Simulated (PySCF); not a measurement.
# InMe2F: geometry, NMR shifts and electronic excitations

What NMR shifts and electronic excitations should InMe2F (`[CH3][In]([CH3])[F]`) show?

Computed with PySCF 2.14.0, with density-fitted response routines of our own, on a single molecule in the gas phase. Atoms count from 0, in the outputs and in this text.

## 1. Starting geometry

10 atoms, charge 0, multiplicity 1; geometry from: GFN2-xTB.

Bonds of the start (Å): In0–C1 2.23, In0–C5 2.23, In0–F9 2.00, C1–H2 1.09, C1–H3 1.09, C1–H4 1.08, C5–H6 1.09, C5–H7 1.09, C5–H8 1.08.

## 2. Optimising the geometry at PBE0-D3(BJ)/def2-SVP

Job settings and geometry (Å):

```
{"job": {"xc": "PBE0", "basis": "def2-SVP", "d3": "d3bj", "grid": 1, "maxiter": 40, "kind": "geom"}, "charge": 0, "multiplicity": 1}
In    -0.376710    -0.642180    -0.003740
C      1.849330    -0.737290    -0.002760
H      2.179440    -0.258190     0.914860
H      2.180610    -0.152770    -0.856620
H      2.218840    -1.754440    -0.062020
C     -1.553770     1.249500     0.001070
H     -1.317180     1.767260    -0.923920
H     -1.188020     1.826530     0.845720
H     -2.620330     1.074360     0.084220
F     -1.372200    -2.372790     0.003200
```

The program printed:

```text
step   0  E = -369.48164487  max force = 0.025173
step   1  E = -369.48567409  max force = 0.005095
step   2  E = -369.48672729  max force = 0.001421
step   3  E = -369.48713195  max force = 0.002386
step   4  E = -369.48719962  max force = 0.001251
step   5  E = -369.48724375  max force = 0.000342
step   6  E = -369.48726357  max force = 0.000874
step   7  E = -369.48731419  max force = 0.001951
step   8  E = -369.48734653  max force = 0.001994
step   9  E = -369.48735156  max force = 0.001169
step  10  E = -369.48736996  max force = 0.000446
step  11  E = -369.48736988  max force = 0.000121
optimisation converged
```

It took 40 s on 1 thread, shared host.

Step by step:

```csv
step,energy from step 0 (eV),largest force component (eV/Å)
0,0.0000,1.2944
1,-0.1096,0.2620
2,-0.1383,0.0731
3,-0.1493,0.1227
4,-0.1512,0.0643
5,-0.1524,0.0176
6,-0.1529,0.0449
7,-0.1543,0.1003
8,-0.1552,0.1025
9,-0.1553,0.0601
10,-0.1558,0.0229
11,-0.1558,0.0062
```

Distances of close pairs at the start and the end, largest changes first:

```csv
bond,before (Å),after (Å),change (Å)
In0–C1,2.228,2.145,-0.083
In0–C5,2.228,2.146,-0.082
C1–H4,1.084,1.098,+0.014
C5–H8,1.084,1.098,+0.014
C5–H6,1.086,1.100,+0.014
C1–H2,1.087,1.100,+0.013
C5–H7,1.086,1.100,+0.013
C1–H3,1.087,1.100,+0.013
```

The end geometry stands in the next job.

```csv
at the end point,value
point group (found at 0.08 Å tolerance),C2
"rotational constants (GHz, main isotopes)","5.247, 3.727, 2.241"
dipole moment (D),3.54
```

## 3. NMR shieldings: PBE0/def2-TZVP+pcSseg-1

Job settings and geometry (Å):

```
{"job": {"kind": "nmr", "xc": "PBE0", "basis": {"default": "pcSseg-1", "In": "def2-TZVP"}}, "charge": 0, "multiplicity": 1}
In    -0.158818    -0.423998     0.002918
C      1.986306    -0.456751     0.007869
H      2.367924    -0.012548     0.938903
H      2.382032     0.119875    -0.840671
H      2.325004    -1.498981    -0.064642
C     -1.799194     0.959617    -0.009431
H     -1.804773     1.526067    -0.952288
H     -1.709339     1.671667     0.823636
H     -2.738984     0.399009     0.084099
F     -0.850148    -2.283967     0.009615
```

Level: GIAO PBE0/pcSseg-1 In:def2-TZVP NMR shielding, scalar relativity only through core potentials, gas phase.

The program printed:

```text
coarse grid: 38584 points
cycle   1  E = -368.7826170091  dE = -3.209e+01  |g| = 2.024e+00  |ddm| = 4.535e+01
cycle   2  E = -368.3202041853  dE =  4.624e-01  |g| = 2.925e+00  |ddm| = 7.660e+00
cycle   3  E = -369.6123442321  dE = -1.292e+00  |g| = 1.955e-01  |ddm| = 2.885e+00
cycle   4  E = -369.6094552303  dE =  2.889e-03  |g| = 2.569e-01  |ddm| = 3.348e-01
cycle   5  E = -369.6206171820  dE = -1.116e-02  |g| = 3.348e-02  |ddm| = 1.636e-01
cycle   6  E = -369.6208065115  dE = -1.893e-04  |g| = 6.338e-03  |ddm| = 2.697e-02
cycle   7  E = -369.6208158667  dE = -9.355e-06  |g| = 2.220e-03  |ddm| = 1.137e-02
final grid: 80296 points
cycle   8  E = -369.6208112892  dE =  3.238e-07  |g| = 2.626e-03  |ddm| = 5.826e-03
cycle   9  E = -369.6208103094  dE =  9.798e-07  |g| = 3.311e-03  |ddm| = 7.094e-03
cycle  10  E = -369.6208130675  dE = -2.758e-06  |g| = 1.056e-04  |ddm| = 3.863e-03
cycle  11  E = -369.6208130694  dE = -1.873e-09  |g| = 3.319e-05  |ddm| = 1.132e-04
cycle  12  E = -369.6208130696  dE = -1.597e-10  |g| = 9.805e-06  |ddm| = 2.291e-05
converged SCF energy = -369.6208130696

GIAO shielding tensors (ppm)
atom      isotropic    diamagn.    paramagn.     s11        s22        s33       span
  0 In         nan         nan         nan        nan        nan        nan        nan
  1 C      187.844     250.847     -63.003    175.493    188.400    199.639     24.146
  2 H       31.092      29.292       1.800     25.694     28.016     39.566     13.872
  3 H       31.056      29.398       1.658     25.605     28.087     39.475     13.870
  4 H       30.731      28.447       2.283     24.798     28.226     39.168     14.369
  5 C      187.838     250.832     -62.994    175.446    188.427    199.640     24.194
  6 H       31.096      29.287       1.809     25.700     28.016     39.570     13.870
  7 H       31.050      29.401       1.649     25.594     28.093     39.462     13.868
  8 H       30.732      28.441       2.291     24.807     28.211     39.178     14.371
  9 F      287.143     476.599    -189.456    101.344    351.275    408.811    307.467
```

Wall time 7.5 s (1 thread, shared host).

The references, computed at this level on geometries of the same kind, shield at (ppm): 1H TMS 31.27, 13C TMS 184.4, 19F CFCl3 177.2. Their shielding less the atom's gives the shift. The references are single molecules in the gas phase, so shifts against H2O, NH3, PH3, H3PO4 or CFCl3 are not on the usual liquid scales and can be off by tens of ppm. Atoms listed in one row are averaged.

```csv
atoms,environment,σ (ppm),δ (ppm)
"C1, C5","carbon bonded to In, 3 H",187.8,-3.4
"H2, H3, H4, H6, H7, H8",hydrogen on a carbon bonded to In,30.96,0.31
F9,fluorine bonded to In,287.1,-109.9
```

Atoms past Kr carry core potentials, so their printed shieldings have no meaning and are left out of the table.

Charges from the same density, by scheme (e):

```csv
atoms,Mulliken,ESP fit
In0,0.71,1.13
"C1, C5",-0.57,-0.97
F9,-0.49,-0.54
```

Mayer bond orders: In0–C1 0.99, In0–C5 0.99, In0–F9 0.87.

With diffuse functions Mulliken charges and Mayer bond orders lose their meaning; the other schemes are steadier.

## 4. Excited states and response: PBE0/def2-SVPD

The job, as its differences from that of step 3:

```diff
@@ -1,2 +1,2 @@
-{"job": {"kind": "nmr", "xc": "PBE0", "basis": {"default": "pcSseg-1", "In": "def2-TZVP"}}, "charge": 0, "multiplicity": 1}
+{"job": {"kind": "uv", "xc": "PBE0", "basis": "def2-SVPD", "ip": true, "nstates": 10}, "charge": 0, "multiplicity": 1}
 In    -0.158818    -0.423998     0.002918
```

Method: TDDFT PBE0/def2-SVPD, vertical, gas phase, core orbitals frozen in the response.

The program printed:

```text
coarse grid: 38584 points
cycle   1  E = -368.5662204059  dE = -2.083e+01  |g| = 2.026e+00  |ddm| = 1.430e+01
cycle   2  E = -368.2586475229  dE =  3.076e-01  |g| = 2.642e+00  |ddm| = 1.045e+01
cycle   3  E = -369.4876284464  dE = -1.229e+00  |g| = 2.660e-01  |ddm| = 5.601e+00
cycle   4  E = -369.4795439894  dE =  8.084e-03  |g| = 3.502e-01  |ddm| = 4.742e-01
cycle   5  E = -369.5012101297  dE = -2.167e-02  |g| = 2.325e-02  |ddm| = 2.586e-01
cycle   6  E = -369.5013376690  dE = -1.275e-04  |g| = 5.183e-03  |ddm| = 3.628e-02
cycle   7  E = -369.5013438044  dE = -6.135e-06  |g| = 2.605e-03  |ddm| = 1.198e-02
final grid: 80296 points
cycle   8  E = -369.5012738076  dE =  7.331e-07  |g| = 3.141e-03  |ddm| = 6.782e-03
cycle   9  E = -369.5012722909  dE =  1.517e-06  |g| = 3.956e-03  |ddm| = 8.503e-03
cycle  10  E = -369.5012765132  dE = -4.222e-06  |g| = 2.667e-04  |ddm| = 4.698e-03
cycle  11  E = -369.5012765257  dE = -1.250e-08  |g| = 4.656e-05  |ddm| = 2.070e-04
cycle  12  E = -369.5012765261  dE = -4.202e-10  |g| = 4.066e-06  |ddm| = 5.281e-05
converged SCF energy = -369.5012765261

Static polarisability (au): isotropic 61.198, principal 47.165 55.944 80.484

Singlet excitations
state   eV       nm        f      main configurations
  1   5.3285    232.7   0.00000   H->L 1.00
  2   6.2980    196.9   0.33717   H->L+1 0.96
  3   6.6921    185.3   0.03086   H-1->L 0.98
  4   7.0697    175.4   0.00000   H-3->L 0.99
  5   7.0899    174.9   0.00539   H->L+2 0.92
  6   7.1259    174.0   0.01243   H-2->L 0.53, H-1->L+1 0.44
  7   7.4744    165.9   0.05387   H-1->L+1 0.38, H-2->L 0.29, H-2->L+1 0.25
  8   7.4770    165.8   0.03074   H-2->L+1 0.66, H-1->L+1 0.15, H-2->L 0.11
  9   7.5959    163.2   0.00221   H-3->L+1 0.84
 10   7.9162    156.6   0.00142   H->L+3 0.96

Triplet excitations (Tamm-Dancoff, eV): 5.0840 5.1391 6.2340 6.5593
Vertical ionisation energy (delta-SCF) = 9.7870 eV
```

Wall time 17 s (1 thread, shared host).

Frontier orbitals and where they lie:

```csv
orbital,eV,atoms
HOMO−3,-9.59,"F9 86 %, In0 5 %"
HOMO−2,-9.52,"F9 95 %, In0 4 %"
HOMO−1,-9.08,"F9 44 %, In0 18 %, C5 13 %"
HOMO,-7.81,"C1 27 %, C5 27 %, In0 17 %"
LUMO,-1.06,"In0 65 %, C5 9 %, C1 9 %"
LUMO+1,-0.75,"In0 56 %, C5 12 %, C1 12 %"
LUMO+2,0.60,"In0 59 %, F9 9 %, C5 8 %"
```

With each of the 10 states as a Gaussian band of 0.4 eV half-width at 1/e, the curve within the window shown has maxima at 196 nm (ε 14,000), 167 nm (ε 3,900) L/(mol cm). Beyond the last state computed it falls off for lack of states. The curve at chosen wavelengths:

```
 nm  ε (L/mol/cm)
151           152
155           689
160          2294
164          3591
169          3755
173          3071
178          2920
182          4328
187          8186
191         11774
195         13967
200         13175
204         10281
209          6027
213          3354
218          1356
222           582
226           227
231            62
235            21
240             5
244             1
249             0
253             0
258             0
262             0
```

Further results of this job:

```csv
property,computed
dipole moment (D),3.81
polarisability (Å³),9.07
HOMO–LUMO gap (eV),6.76
−ε(HOMO) (eV),7.81
```

## 5. NMR shieldings: KT2/def2-TZVP+pcSseg-1

The job, as its differences from that of step 4:

```diff
@@ -1,2 +1,2 @@
-{"job": {"kind": "uv", "xc": "PBE0", "basis": "def2-SVPD", "ip": true, "nstates": 10}, "charge": 0, "multiplicity": 1}
+{"job": {"kind": "nmr", "xc": "KT2", "basis": {"default": "pcSseg-1", "In": "def2-TZVP"}, "pop": false}, "charge": 0, "multiplicity": 1}
 In    -0.158818    -0.423998     0.002918
```

Level: GIAO KT2/pcSseg-1 In:def2-TZVP NMR shielding, scalar relativity only through core potentials, gas phase.

The program printed:

```text
coarse grid: 38584 points
cycle   1  E = -372.5795929049  dE = -3.169e+01  |g| = 2.215e+00  |ddm| = 4.402e+01
cycle   2  E = -364.1643895756  dE =  8.415e+00  |g| = 6.858e+00  |ddm| = 1.239e+01
cycle   3  E = -373.4886835654  dE = -9.324e+00  |g| = 7.980e-01  |ddm| = 9.086e+00
cycle   4  E = -373.1022445228  dE =  3.864e-01  |g| = 1.660e+00  |ddm| = 1.664e+00
cycle   5  E = -373.6096586146  dE = -5.074e-01  |g| = 1.523e-01  |ddm| = 1.173e+00
cycle   6  E = -373.6125661223  dE = -2.908e-03  |g| = 1.108e-01  |ddm| = 3.091e-01
cycle   7  E = -373.6150591287  dE = -2.493e-03  |g| = 2.684e-02  |ddm| = 1.074e-01
cycle   8  E = -373.6152063709  dE = -1.472e-04  |g| = 7.990e-03  |ddm| = 2.421e-02
cycle   9  E = -373.6152200834  dE = -1.371e-05  |g| = 1.383e-03  |ddm| = 8.145e-03
cycle  10  E = -373.6152202851  dE = -2.018e-07  |g| = 1.001e-03  |ddm| = 2.706e-03
final grid: 80296 points
cycle  11  E = -373.6151245713  dE =  9.497e-07  |g| = 2.589e-03  |ddm| = 3.659e-03
cycle  12  E = -373.6151171178  dE =  7.454e-06  |g| = 6.193e-03  |ddm| = 7.950e-03
cycle  13  E = -373.6151262022  dE = -9.084e-06  |g| = 3.551e-04  |ddm| = 5.433e-03
cycle  14  E = -373.6151262296  dE = -2.739e-08  |g| = 5.159e-05  |ddm| = 3.405e-04
cycle  15  E = -373.6151262301  dE = -5.180e-10  |g| = 1.218e-05  |ddm| = 6.871e-05
converged SCF energy = -373.6151262301

GIAO shielding tensors (ppm)
atom      isotropic    diamagn.    paramagn.     s11        s22        s33       span
  0 In         nan         nan         nan        nan        nan        nan        nan
  1 C      183.031     252.182     -69.151    168.488    181.946    198.660     30.172
  2 H       30.906      29.578       1.328     25.765     27.964     38.989     13.224
  3 H       30.861      29.702       1.158     25.660     28.032     38.890     13.230
  4 H       30.553      28.492       2.060     24.940     28.132     38.586     13.647
  5 C      183.026     252.166     -69.140    168.436    181.984    198.659     30.222
  6 H       30.910      29.571       1.339     25.773     27.965     38.993     13.220
  7 H       30.854      29.707       1.147     25.648     28.038     38.876     13.228
  8 H       30.554      28.486       2.068     24.947     28.117     38.597     13.650
  9 F      227.720     477.647    -249.928      5.644    310.080    367.435    361.791
```

It took 12 s on 1 thread, shared host.

Key values: δ C1 0.2, F9 -89.1, H2 0.41 ppm (means over like atoms).

## 6. Run by run: NMR shifts

Shifts (ppm), means over like atoms, with basis size and wall time:

```csv
run,C1,H2,F9,functions,time
PBE0/def2-TZVP+pcSseg-1,-3.4,0.31,-109.9,131,7.5 s
KT2/def2-TZVP+pcSseg-1,0.2,0.41,-89.1,131,12 s
```

## 7. Outcome

```
                                                                         quantity                        value
                                                                      point group                           C2
                                             rotational constants (main isotopes)         5.25, 3.73, 2.24 GHz
13C shifts against TMS (PBE0/def2-TZVP+pcSseg-1, means over atoms taken as alike)                     -3.4 ppm
 1H shifts against TMS (PBE0/def2-TZVP+pcSseg-1, means over atoms taken as alike)                     0.31 ppm
                               19F shifts against CFCl3 (PBE0/def2-TZVP+pcSseg-1)                   -109.9 ppm
                                                  lowest singlet (PBE0/def2-SVPD)  5.33 eV (233 nm), f = 0.000
                                         brightest single state of those computed  state 2, 6.30 eV, f = 0.337
                                                                   lowest triplet                      5.08 eV
                                                vertical ionisation energy (ΔSCF)                      9.79 eV
                                                         range of the shift of F9          -109.9 to -89.1 ppm
```

**Reading.** Over 11 steps the energy fell by 0.156 eV; of the close pairs, In0–C1 changed most, 2.228 to 2.145 Å. At PBE0/def2-TZVP+pcSseg-1: The widest tensor belongs to F9: span 307 ppm, with a paramagnetic part of -189 ppm. The first singlet state (HOMO→LUMO 1.00) lies at 5.33 eV and is dark; of the 10 states computed, the strongest absorption comes from state 2 at 6.30 eV. The lowest triplet lies 0.24 eV below the lowest singlet (triplets in Tamm-Dancoff, singlets in full TDDFT). Spin-orbit coupling, left out, mixes singlets and triplets in elements this heavy. ΔSCF puts the ionisation energy at 9.79 eV, 1.98 eV above −ε(HOMO). In ppm, F9 moves most: its shift spreads over 20.7 ppm, from -109.9 (PBE0/def2-TZVP+pcSseg-1) to -89.1 (KT2/def2-TZVP+pcSseg-1). Spin-orbit coupling is left out, which matters for shieldings and couplings at and beside the heavy atoms.
